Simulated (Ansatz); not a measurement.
**triplet CH4AlClO at 6 levels**

Aim: a comparison of 6 runs (U-r2SCAN/6-31G*, UB2PLYP/6-31G*, UBHLYP/6-31G*, UCAM-B3LYP/6-31G*, UBCCD(T)/6-31G*, UCCSD(T)/6-31G*) of triplet CH4AlClO. 

Program for the calculation: Ansatz 0.2.0.

128 further runs of the same task are left out: 128 set aside as unsound or not needed.

### Step 1. The molecule

CH4AlClO has 8 atoms, charge 0, and is taken as a triplet. As SMILES of the parent species, `C[O][AlH][Cl]`. The coordinates come from a PBE0-D4/def2-TZVP relaxation. This is one conformer, not always the lowest. That shape belongs to the parent species and isn't relaxed for this state.

Bond lengths: C1–O2 1.400 Å, O2–Al3 1.672 Å, Al3–Cl4 2.097 Å, C1–H5 1.094 Å, C1–H6 1.096 Å, C1–H7 1.094 Å, Al3–H8 1.563 Å. Angles: C1–O2–Al3 136.5°, O2–Al3–Cl4 118.9°, O2–C1–H5 109.9°, O2–C1–H6 112.3°, O2–C1–H7 109.8°, O2–Al3–H8 119.8°, Cl4–Al3–H8 121.3°, H5–C1–H6 108.3°, H5–C1–H7 108.0°, H6–C1–H7 108.3°.

### Step 2. The energy at U-r2SCAN/6-31G(d) (spherical functions) (run 1)

Input file molecule.yaml:

```yaml
crystal:
  periodic: [false, false, false]
  atoms:
    - {symbol: C, position_ang: [0.132200, 1.250600, 0.263000]}
    - {symbol: O, position_ang: [0.645300, 0.052000, -0.246000]}
    - {symbol: Al, position_ang: [0.103400, -1.519700, -0.426600]}
    - {symbol: Cl, position_ang: [-1.829000, -2.007800, 0.224400]}
    - {symbol: H, position_ang: [0.118400, 2.012400, -0.522500]}
    - {symbol: H, position_ang: [-0.886500, 1.136200, 0.650000]}
    - {symbol: H, position_ang: [0.770200, 1.612600, 1.075000]}
    - {symbol: H, position_ang: [1.038000, -2.593300, -1.072900]}
basis:
  gaussian:
    orbitals: 6-31G_st_-spherical.json
magnetization:
  spin_polarized: true
  initial_magnetization: 2
hamiltonian:
  xc: r2scan
accuracy: high
output: {orbitals: {seedname: orbitals}}
```

The basis set 6-31G* is read from a file made from the Basis Set Exchange's data (not shown).

Run with:

```bash
$ ansatz run molecule.yaml --threads 1 --pin off --max-ram 3480MiB --events-out events.jsonl --progress --plain --runs-dir runs
```

Standard output:

```text
Warning: RAYON_NUM_THREADS=1 ignored (pool sized by the plan → 1); use --threads N
Functional definition: r2SCAN
  name "r2SCAN"
  parameter k0 = 0.174
  parameter k1 = 0.065
  parameter a1 = 4.9479
  exchange = r2scan_x(k0 = k0, k1 = k1, a1 = a1)
  correlation = r2scan_c
1587 factors; integrals over basis functions are off by at most 7.4e-9 eV
mean field evaluation 1: about -22253.1941 eV, gradient 3.9e1 eV
mean field evaluation 2: about -22179.5828 eV, gradient 1.2e2 eV
mean field evaluation 4: about -22257.6298 eV, gradient 2.6e1 eV
mean field evaluation 8: about -22260.7872 eV, gradient 8.5e0 eV
mean field evaluation 16: about -22261.3264 eV, gradient 5.3e-1 eV
mean field evaluation 32: about -22258.9092 eV, gradient 1.5e1 eV
mean field evaluation 64: about -22261.4062 eV, gradient 1.5e-2 eV
mean field -22261.40689898 eV, -818.0916142141 hartree, gradient 2.8e-8 eV, S^2 2.006046; 8 other end points of the search recorded, 0 dependent functions left out
reference -22261.40690314 eV, -818.0916143670 hartree; 25, 23 occupied and 47, 49 virtual orbitals, 1587 factors
Total energy: -22261.40690314 eV, -818.0916143670 hartree
```

It took 37 s on 1 thread of Intel Xeon Platinum 8488C (Sapphire Rapids), shared host; peak memory 0.43 GiB.

### Step 3. A single-point energy at UB2PLYP/6-31G(d) (spherical functions) (run 2)

molecule.yaml, as its differences from that of step 2:

```diff
@@ -12,9 +12,6 @@
 basis:
-  gaussian:
-    orbitals: 6-31G_st_-spherical.json
-magnetization:
-  spin_polarized: true
-  initial_magnetization: 2
-hamiltonian:
-  xc: r2scan
+  gaussian: {orbitals: 6-31G_st_-spherical.json}
+magnetization: {spin_polarized: true, initial_magnetization: 2}
+hamiltonian: {xc: {name: B2PLYP}}
+correlation: {frozen_orbitals: {Al: 5, C: 1, Cl: 5, H: 0, O: 1}}
 accuracy: high
```

The basis set 6-31G* is read from a file made from the Basis Set Exchange's data (not shown).

Run with:

```bash
$ ansatz run molecule.yaml --threads 1 --pin off --max-ram 3480MiB --events-out events.jsonl --progress --plain --runs-dir runs
```

Standard output, shortened:

```text
Warning: RAYON_NUM_THREADS=1 ignored (pool sized by the plan → 1); use --threads N
Functional definition: B2PLYP
  name "B2PLYP"
[...]
1587 factors; integrals over basis functions are off by at most 7.4e-9 eV
[...]
mean field -22249.28945870 eV, -817.6463064972 hartree, gradient 2.1e-8 eV, S^2 2.016127; 8 other end points of the search recorded, 0 dependent functions left out
12 core orbitals not correlated: weight in the atoms' cores, before any rotation towards them, 1.000 or more for the frozen orbitals, at most 0.000 for the correlated occupied ones
reference -22249.28948348 eV, -817.6463074078 hartree; 13, 11 occupied and 47, 49 virtual orbitals, 1587 factors
second order -14.86709345 eV of doubles, -0.00000000 eV of singles
Total energy: -22253.30359871 eV, -817.7938234217 hartree
```

It took 26 s on 1 thread of Intel Xeon Platinum 8488C (Sapphire Rapids), shared host; peak memory 0.45 GiB.

Runs 3 to 5 aren't shown in full; the table further down has their settings and results.

### Step 4. A single-point energy at UCCSD(T)/6-31G(d) (spherical functions) (run 6)

Input file input.yaml:

```yaml
crystal:
  periodic: [false, false, false]
  atoms:
    - symbol: C
      position_ang: [0.132200, 1.250600, 0.263000]
    - symbol: O
      position_ang: [0.645300, 0.052000, -0.246000]
    - symbol: Al
      position_ang: [0.103400, -1.519700, -0.426600]
    - symbol: Cl
      position_ang: [-1.829000, -2.007800, 0.224400]
    - symbol: H
      position_ang: [0.118400, 2.012400, -0.522500]
    - symbol: H
      position_ang: [-0.886500, 1.136200, 0.650000]
    - symbol: H
      position_ang: [0.770200, 1.612600, 1.075000]
    - symbol: H
      position_ang: [1.038000, -2.593300, -1.072900]
basis:
  gaussian:
    orbitals: 6-31G_st_-spherical.json
magnetization:
  spin_polarized: true
  initial_magnetization: 2
correlation:
  method: ccsd_t
  frozen_orbitals: {Al: 5, C: 1, Cl: 5, H: 0, O: 1}
accuracy: high
scf:
  omitted_lower_state_checks: [cluster_reference, increment]
```

The basis set 6-31G* is read from a file made from the Basis Set Exchange's data (not shown).

Run with:

```bash
$ ansatz run input.yaml --threads 1 --pin off --max-ram 3480MiB --events-out events.jsonl --progress --plain --runs-dir runs
```

Standard output:

```text
Warning: RAYON_NUM_THREADS=1 ignored (pool sized by the plan → 1); use --threads N
[... 19 lines left out ...]
12 core orbitals not correlated: weight in the atoms' cores, before any rotation towards them, 1.000 or more for the frozen orbitals, at most 0.000 for the correlated occupied ones
[... 47 lines left out ...]
Total energy: -22227.30072591 eV, -816.8382354715 hartree
Checks for a lower state left out: cluster_reference, increment
```

Run time: 39 s. Hardware: 1 thread of Intel Xeon Platinum 8488C (Sapphire Rapids), shared host; peak memory 0.52 GiB.

### Step 5. All runs side by side

| run | level | frozen core orbitals | energy (Eh) | HOMO energy (eV) | ⟨S²⟩ | wall time |
| --- | --- | --- | --- | --- | --- | --- |
| 1 | U-r2SCAN/6-31G* (spherical functions) | – | -818.091614 | -2.19 | 2.006 | 37 s |
| 2 | UB2PLYP/6-31G* (spherical functions) | 12 | -817.793823 | -3.17 | 2.016 | 26 s |
| 3 | UBHLYP/6-31G* (spherical functions) | – | -818.134411 | -3.15 | 2.013 | 21 s |
| 4 | UCAM-B3LYP/6-31G* (spherical functions) | – | -818.157521 | -3.51 | 2.010 | 27 s |
| 5 | UBCCD(T)/6-31G* (spherical functions) | 12 | -816.838380 | – | 2.037 | 55 s |
| 6 | UCCSD(T)/6-31G* (spherical functions) | 12 | -816.838235 | – | 2.037 | 39 s |

### Step 6. Results

| quantity | value |
| --- | --- |
| run 6: total energy | -816.83824 Eh |
| run 6: correlation energy (12 core orbitals frozen) | -502.3 mEh |
| run 6: (T) correction | -11.84 mEh |
| run 6: ⟨S²⟩ of the reference determinant | 2.037 |
| run 6: T1 diagnostic | 0.025 |

In words: Totals of different functionals can't be ranked against each other. All runs together took 3.4 min, the longest 55 s.
